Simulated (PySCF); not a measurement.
**A diatomic session: IO**

An exercise on one series of results from a longer session: the logs are not shown, and one member is left open.

Computed with PySCF 2.14.0. Level: I x2c-SVPall, O x2c-SVPall, spin-free X2C with a Gaussian nucleus.

Set-up of the first run:

A driver script around PySCF takes these settings:

- atoms: I, O
- charge: 0
- basis: I x2c-SVPall, O x2c-SVPall
- Hamiltonian: spin-free X2C with a Gaussian nucleus
- basis functions: 50
- electrons treated: 61
- masses in u: 126.9045, 15.9949
- levels: PBE0, PBE, r²SCAN, revPBE, r²SCANh, MN15, ωB97X, HF, MP2, SCS-MP2, CCSD, CCSD(T)
- grid: 80 radial by 434 angular points
- occupations: held fixed by the projection of orbital angular momentum
- dissociation limit: I + O, each in its ground configuration
- starting distance in angstrom: 1.910
- values of 2S to try: 1, 3

Launch:

```
OMP_NUM_THREADS=1 python dia.py task.json out
```

Among the steps run: The job; The PBE0 curve of the state that the search chose; Higher solutions at PBE0; PBE (GGA); r²SCAN (meta-GGA); revPBE (GGA); r²SCANh (hybrid meta-GGA); MN15; ωB97X; UHF (mean field); Adding correlation.

One table of the session follows, with a row left open; its other results are not shown here.

```
      level  Re (Å)  ωe (cm⁻¹)  De (eV)
   UHF-CCSD   1.963        593     1.43
UHF-CCSD(T)   1.968        581     1.59
        PBE   1.937        650     2.89
     revPBE       ?          ?        ?
     r²SCAN   1.933        646     2.37
    r²SCANh   1.930        644     2.14
       PBE0   1.923        651     2.15
       MN15   1.910        655     2.10
      ωB97X   1.920        642     2.02
```

**Question.** Estimate the row for revPBE.

As computed: Re (Å): 1.946; ωe (cm⁻¹): 636; De (eV): 2.61. In the column «Re (Å)» it lies between PBE (1.937) and UHF-CCSD (1.963).

De is counted to I + O in their ground configurations. No constants: UHF (no minimum is bracketed among the points kept).
